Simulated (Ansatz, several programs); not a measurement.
NaScSe₂ as one 4-atom ordering (P4/mmm) on the rocksalt lattice, relaxed with PBE in Ansatz (plane waves, PAW): the symmetry is P4/mmm (No. 123, tetragonal); conventional cell a = 4.025 Å, c = 5.462 Å, 22.12 Å³ an atom. Na has 6 Se at 2.73–2.85 Å; Se has 2 Na at 2.73 Å and 4 Sc at 2.85 Å; Sc has 6 Se at 2.73–2.85 Å; Se has 2 Sc at 2.73 Å and 4 Na at 2.85 Å. The cell was then scaled with its shape and fractional coordinates held, which makes it stiffer than a relaxed compression. The calculation is spin-unpolarised, and the structure need not be a phase that has been made.

```tsv
V (Å³/atom)	E (meV/atom)
20.793	15.76
21.457	3.67
22.121	0.00
23.448	13.11
```

**Question.** Pass a cubic E = c₀ + c₁u + c₂u² + c₃u³, with u = V − 21.955 Å³, through these points.

**Answer.** c₀ = 0.19, c₁ = -2.564, c₂ = 8.530, c₃ = -0.6820 (meV and Å³).

**Question.** Where is the minimum, and what bulk modulus follows?

**Answer.** dE/du = 0 at u = +0.153, so V₀ = 22.11 Å³. B = V₀ d²E/dV² = 22.11 × (2c₂ + 6c₃u) = 22.11 × 16.433 = 363 meV/Å³, and 1 meV/Å³ is 0.16022 GPa: 58 GPa. A third-order Birch-Murnaghan fit to all five points gives 22.11 Å³ and 58 GPa.

**Question.** Predict the energy and the pressure at the withheld volume, 22.784 Å³.

**Answer.** With u = +0.829: E ≈ 3.54 meV and P = −dE/dV ≈ -1.63 GPa. The run gives 3.49 meV and, from its stress, -1.62 GPa.
